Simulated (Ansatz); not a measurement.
**C9H7N: one species, many methods**

Aim: compute C9H7N with functionals from several rungs and with coupled cluster, and see how far each lands from CCSD(T) at the basis-set limit for the atomisation energy.

Method: functionals in def2-TZVPP, the program's frozen cores in correlated methods; program: Ansatz 0.2.0, Gaussian basis.

Levels to be run: LDA (SPW92), PBE-D4, revPBE-D4, BLYP-D4, r2SCAN-D4, B97M-V, PBE0-D4, B3LYP-D4, r2SCANh-D4, r2SCAN0-D4, HSE06-D4, BHLYP-D4, CAM-B3LYP-D4, LC-ωPBE, ωB97X-V, ωB97M-V, B2PLYP, PBE-QIDH; CCSD(T)/def2-SVP; CCSD(T)/def2-TZVPP; MP2/def2-QZVPP; extrapolation to the limit; RPA on PBE.

**1. The geometry**

All runs share one geometry, relaxed beforehand with PBE0-D4 in a triple-zeta def2 set.

SMILES `c1ccc2cnccc2c1`, 17 atoms, charge 0, spin multiplicity 1.

Atoms are counted from 1 here; the program's logs count them from 0.

Bond lengths: C1–C2 1.409 Å, C1–C10 1.368 Å, C1–H11 1.084 Å, C2–C3 1.367 Å, C2–H12 1.084 Å, C3–C4 1.409 Å, C3–H13 1.085 Å, C4–C5 1.414 Å, C4–C9 1.416 Å, C5–N6 1.306 Å, C5–H14 1.089 Å, N6–C7 1.352 Å, C7–C8 1.367 Å, C7–H15 1.086 Å, C8–C9 1.410 Å, C8–H16 1.084 Å, C9–C10 1.411 Å, C10–H17 1.085 Å. Angles: C2–C1–C10 120.8°, C2–C1–H11 119.3°, C10–C1–H11 119.9°, C1–C2–C3 120.2°, C1–C2–H12 119.6°, C3–C2–H12 120.2°, C2–C3–C4 120.2°, C2–C3–H13 120.8°, C4–C3–H13 119.0°, C3–C4–C5 122.6°, C3–C4–C9 119.7°, C5–C4–C9 117.7°, C4–C5–N6 124.4°, C4–C5–H14 118.7°, N6–C5–H14 116.9°, C5–N6–C7 117.5°, N6–C7–C8 123.9°, N6–C7–H15 115.6° and more.

**2. LDA**

This LDA is Slater exchange with PW92 correlation.

in.yaml reads:

```yaml
crystal:
  periodic: [false, false, false]
  atoms:
    - {symbol: C, position_ang: [1.189307, -1.709935, 1.006499]}
    - {symbol: C, position_ang: [1.930184, -1.332582, -0.131488]}
    - {symbol: C, position_ang: [1.478488, -0.330635, -0.944941]}
    - {symbol: C, position_ang: [0.269200, 0.330535, -0.650014]}
    - {symbol: C, position_ang: [-0.245457, 1.372575, -1.454876]}
    - {symbol: N, position_ang: [-1.360614, 2.007685, -1.214273]}
    - {symbol: C, position_ang: [-2.065432, 1.639388, -0.120358]}
    - {symbol: C, position_ang: [-1.677989, 0.648936, 0.737755]}
    - {symbol: C, position_ang: [-0.476945, -0.047095, 0.492975]}
    - {symbol: C, position_ang: [0.012734, -1.084289, 1.314937]}
    - {symbol: H, position_ang: [1.560134, -2.506197, 1.641950]}
    - {symbol: H, position_ang: [2.859866, -1.841724, -0.357190]}
    - {symbol: H, position_ang: [2.041181, -0.032366, -1.823346]}
    - {symbol: H, position_ang: [0.314105, 1.676747, -2.338469]}
    - {symbol: H, position_ang: [-2.986905, 2.187433, 0.049867]}
    - {symbol: H, position_ang: [-2.286070, 0.397994, 1.599768]}
    - {symbol: H, position_ang: [-0.555778, -1.376461, 2.191197]}
basis:
  gaussian: {orbitals: def2-TZVPP}
hamiltonian: {xc: lda}
output: {orbitals: {seedname: orbitals}}
```

On the command line:

```sh
$ ansatz run in.yaml --threads 2 --pin off --events-out ev --progress --plain --max-ram 20480MiB --backend cuda --devices 0, --max-vram 18GiB
```

Further steps of the session: PBE-D4 (GGA); revPBE-D4 (GGA); BLYP-D4 (GGA); r2SCAN-D4 (meta-GGA); B97M-V (meta-GGA); B3LYP-D4 (hybrid); r2SCANh-D4 (hybrid); r2SCAN0-D4 (hybrid); HSE06-D4 (hybrid); BHLYP-D4 (hybrid); CAM-B3LYP-D4 (range-separated); LC-ωPBE (range-separated); ωB97X-V (range-separated); ωB97M-V (range-separated); B2PLYP (double hybrid); PBE-QIDH (double hybrid); CCSD(T) in def2-SVP; CCSD(T) in def2-TZVPP; MP2 in def2-QZVPP; RPA on PBE orbitals.

Before running them: what should the planned runs give, taken together? Wanted: atomisation energy, CCSD(T)/CBS; farthest beyond LDA; mean size of error, GGA; mean size of error, meta-GGA; mean size of error, hybrid; mean size of error, range-separated; mean size of error, double hybrid; gap, smallest and largest; T1 diagnostic.

**Answer**, as computed:

| quantity | value |
| --- | --- |
| atomisation energy, CCSD(T)/CBS | 87.853 eV |
| functionals within 0.439 eV (0.5 %) | r2SCAN0-D4, ωB97X-V, B2PLYP |
| farthest beyond LDA | PBE-D4 (+4.360 eV) |
| mean size of error, GGA | 2.463 eV |
| mean size of error, meta-GGA | 1.052 eV |
| mean size of error, hybrid | 1.450 eV |
| mean size of error, range-separated | 0.644 eV |
| mean size of error, double hybrid | 0.560 eV |
| gap, smallest and largest | 3.30 eV (LDA (SPW92)), 9.49 eV (LC-ωPBE) |
| T1 diagnostic | 0.0116 |
| triples share of the correlation energy | 5.3 % |

**Reading.** The LDA atomisation energy is off by 15.051 eV (17 %): it overbinds. PBE-D4 is off by +4.360 eV. Double hybrids carry the basis error of their MP2 part in triple zeta, and no dispersion term here, so their miss is partly the set-up's. By mean error the best rung here is double hybrid (0.560 eV) and the worst beyond LDA is GGA (2.463 eV). The gap between the best rungs is small, so their order is not settled. Misses under about 0.439 eV are within the doubt on the reference itself, which lacks core-valence correlation, relativity and higher excitations. Hartree-Fock recovers 73 % of the binding; the rest is correlation. CCSD(T) in def2-SVP is off by -3.029 eV, so the small basis spoils what the method gains. Orbital gaps span 3.3 to 9.5 eV; exact exchange widens them. The restricted reference is unstable towards a spin-broken one.
